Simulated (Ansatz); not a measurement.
**CH₁₀N₂Si₂: up Jacob's ladder to CCSD(T)**

The task here is to estimate one member of a computed series from the others.

The runs use Ansatz 0.2.0, Gaussian basis; functionals in def2-TZVPP, the program's frozen cores in correlated methods.

Plan: PBE-D4, r2SCAN-D4, PBE0-D4, B3LYP-D4, ωB97X-V, ωB97M-V, B2PLYP; CCSD(T)/def2-TZVPP; MP2/def2-QZVPP; extrapolation to the limit.

## The geometry

An earlier PBE0-D4 in a triple-zeta def2 set relaxation fixed the geometry.

SMILES `N[SiH2]C(N)[SiH3]`, 15 atoms, charge 0, spin multiplicity 1.

Atoms are counted from 1 here; the program's logs count them from 0.

Bond lengths: N1–Si2 1.716 Å, N1–H6 1.008 Å, N1–H7 1.007 Å, Si2–C3 1.886 Å, Si2–H8 1.488 Å, Si2–H9 1.491 Å, C3–N4 1.477 Å, C3–Si5 1.885 Å, C3–H10 1.098 Å, N4–H11 1.014 Å, N4–H12 1.014 Å, Si5–H13 1.491 Å, Si5–H14 1.490 Å, Si5–H15 1.490 Å. Angles: Si2–N1–H6 118.9°, Si2–N1–H7 119.4°, H6–N1–H7 110.9°, N1–Si2–C3 115.4°, N1–Si2–H8 107.2°, N1–Si2–H9 108.9°, C3–Si2–H8 109.6°, C3–Si2–H9 105.4°, H8–Si2–H9 110.3°, Si2–C3–N4 106.7°, Si2–C3–Si5 114.9°, Si2–C3–H10 105.0°, N4–C3–Si5 113.4°, N4–C3–H10 108.3°, Si5–C3–H10 108.1°, C3–N4–H11 110.3°, C3–N4–H12 111.4°, H11–N4–H12 106.6° and more.

Coordinates:

```
N    -0.9720    1.8973    1.6001
Si   -0.9652    0.3340    0.8926
C     0.2938    0.0770   -0.4873
N     1.6303    0.2324    0.1225
Si    0.0940   -1.5289   -1.4537
H    -0.1075    2.2736    1.9569
H    -1.5368    2.6227    1.1893
H    -2.3354    0.0797    0.3718
H    -0.6157   -0.6674    1.9399
H     0.1319    0.9142   -1.1791
H     1.8001   -0.5105    0.7914
H     2.3641    0.1693   -0.5740
H     1.2095   -1.6503   -2.4361
H     0.1881   -2.6857   -0.5192
H    -1.2008   -1.6084   -2.1858
```

Set-up of the first run:

The input, in.yaml:

```yaml
crystal:
  periodic: [false, false, false]
  atoms:
    - {symbol: N, position_ang: [-0.971998, 1.897275, 1.600125]}
    - {symbol: Si, position_ang: [-0.965220, 0.333997, 0.892556]}
    - {symbol: C, position_ang: [0.293807, 0.077012, -0.487290]}
    - {symbol: N, position_ang: [1.630270, 0.232355, 0.122526]}
    - {symbol: Si, position_ang: [0.093964, -1.528856, -1.453651]}
    - {symbol: H, position_ang: [-0.107484, 2.273598, 1.956903]}
    - {symbol: H, position_ang: [-1.536843, 2.622742, 1.189347]}
    - {symbol: H, position_ang: [-2.335390, 0.079747, 0.371819]}
    - {symbol: H, position_ang: [-0.615739, -0.667396, 1.939900]}
    - {symbol: H, position_ang: [0.131906, 0.914195, -1.179114]}
    - {symbol: H, position_ang: [1.800075, -0.510541, 0.791361]}
    - {symbol: H, position_ang: [2.364143, 0.169330, -0.574049]}
    - {symbol: H, position_ang: [1.209474, -1.650311, -2.436100]}
    - {symbol: H, position_ang: [0.188077, -2.685697, -0.519192]}
    - {symbol: H, position_ang: [-1.200840, -1.608352, -2.185841]}
basis:
  gaussian: {orbitals: def2-TZVPP}
hamiltonian: {xc: pbe, dispersion: d4}
output: {forces: true, orbitals: {seedname: orbitals}}
```

Command:

```bash
$ ansatz run in.yaml --threads 2 --pin off --events-out ev --progress --plain --max-ram 32768MiB --backend cuda --devices 0, --max-vram 18GiB
```

Among the steps run: PBE-D4 (GGA); r2SCAN-D4 (meta-GGA); PBE0-D4 (hybrid); B3LYP-D4 (hybrid); ωB97X-V (range-separated); ωB97M-V (range-separated); B2PLYP (double hybrid); CCSD(T) in def2-TZVPP; MP2 in def2-QZVPP.

One table of the session follows, with a row left open; its other results are not shown here.

```
            method  atomisation energy (eV)
            PBE-D4                   52.139
         r2SCAN-D4                   51.521
           PBE0-D4                   51.481
          B3LYP-D4                   51.943
           ωB97X-V                   52.142
           ωB97M-V                   52.004
            B2PLYP                   51.130
     HF/def2-TZVPP                   36.954
    MP2/def2-TZVPP                   50.419
   CCSD/def2-TZVPP                        ?
CCSD(T)/def2-TZVPP                   50.290
           MP2/CBS                   51.953
       CCSD(T)/CBS                   51.823
```

Estimate the missing values for CCSD/def2-TZVPP.

The run gave: atomisation energy (eV): 49.649. In the column «atomisation energy (eV)» it lies between HF/def2-TZVPP (36.954) and CCSD(T)/def2-TZVPP (50.290).

Caveats from the session: Free atoms (2 N, 2 Si, 1 C, 10 H) were run apart at each level; the atomisation energy is their sum less the molecule, without zero-point or spin-orbit terms.
